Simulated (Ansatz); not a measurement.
# ZrSc: how the settings move a single-point run

How sensitive is a single-point run of ZrSc to its settings? A reference run comes first, then one run with altered input.

Computed with Ansatz 0.2.0 (reference: DFT, r2SCAN, PAW with Ansatz's default frozen-core files, scalar-relativistic, unless a step's input says otherwise).

## 1. The structure to begin with

The structure is hexagonal, space group P-6m2 (No. 187). The conventional cell has a = 3.283 Å, b = 3.283 Å, c = 5.155 Å, α = 90.00°, β = 90.00°, γ = 120.00°. Around Zr (site symmetry -6m2) lie 6 Sc at 3.20 Å and 6 Zr at 3.28 Å. Sc (site symmetry -6m2) is surrounded by 6 Zr at 3.20 Å and 6 Sc at 3.28 Å.

Coordinates:

```xyz
2
Lattice="3.2828 0.0000 0.0000 -1.6414 2.8430 0.0000 0.0000 0.0000 5.1550" Properties=species:S:1:pos:R:3 pbc="T T T"
Zr    1.6414    0.9477    0.0000
Sc    0.0000    0.0000    2.5775
```

## 2. Baseline

Contents of input.yaml:

```yaml
crystal:
  lattice:
    - [3.2828456728, 0.0, 0.0]
    - [-1.6414228364, 2.8430277493, 0.0]
    - [0.0, 0.0, 5.15500536]
  atoms:
    - { symbol: Zr, position: [0.6666666667, 0.3333333333, 0.0], spin: 1.0 }
    - { symbol: Sc, position: [0.0, 0.0, 0.5], spin: 1.0 }
magnetization:
  spin_polarized: true
kpoints:
  mp_grid: { grid: [10, 10, 6] }
scf:
  occupations: { method: fermi_dirac, width: 0.05 }
  lower_state_search: "off"
hamiltonian:
  xc: r2scan
  pseudopotentials: { kind: paw }
output:
  forces: true
  stress: true
  eigenvalues: true
  populations: true
  dos: { projected: true, de: 0.1, e_range: [-8, 5] }
  write_density: true
  write_potential: true
  elf: true
  volumetric_format: npy
```

The run is started by

```sh
ansatz run input.yaml --threads 1 --pin off --max-ram 3072MiB --backend cpu --events-out ev --progress --plain --runs-dir out
```

## 3. Changing settings: lower_state_search light

Changes to input.yaml since step 2:

```diff
@@ -14,3 +14,3 @@
   occupations: { method: fermi_dirac, width: 0.05 }
-  lower_state_search: "off"
+  lower_state_search: light
 hamiltonian:
@@ -22,7 +22 @@
   eigenvalues: true
-  populations: true
-  dos: { projected: true, de: 0.1, e_range: [-8, 5] }
-  write_density: true
-  write_potential: true
-  elf: true
-  volumetric_format: npy
```

Before running it: what results should come out? Wanted: for each run, ending; energy change; pressure; abs. moment; force.

**Answer**, as computed:

| run | ending | energy change | pressure (GPa) | abs. moment (μB) | force (eV/Å) | cycles | time |
| --- | --- | --- | --- | --- | --- | --- | --- |
| reference | converged | 0 | -0.3 | 0.22 | 0.00 | 22 | 19 s |
| 1: lower_state_search light | converged | 0.0 meV/atom | -0.3 | 0.22 | 0.00 | 19 | 12 s |

Times don't compare one to one where runs were asked for different outputs or read a saved state (see the inputs); cycles may leave out searches for a lower state.

Residual by cycle in the longest SCF loop of each run; runs are numbered as in the table. The quantity is the density residual dr2, in eV.

| cycle | reference | run 1 |
| --- | --- | --- |
| 1 | 0.846 | 0.737 |
| 3 | 0.12 | 0.0489 |
| 5 | 0.00143 | 0.00706 |
| 7 | 6.2e-5 | 2.8e-4 |
| 9 | 4.6e-5 | 1.7e-5 |
| 11 | 3.8e-5 | 9.7e-7 |
| 12 | 6.9e-6 | 6.8e-7 |
| 14 | 2.3e-6 | 4.8e-8 |
| 16 | 2.0e-7 | 4.6e-9 |
| 18 | 7.5e-9 | 1.6e-10 |
| 20 | 6.8e-10 | - |
| 22 | 1.9e-11 | - |

What this shows: The changed input (search for lower states) leaves the energy the same to the digits printed.
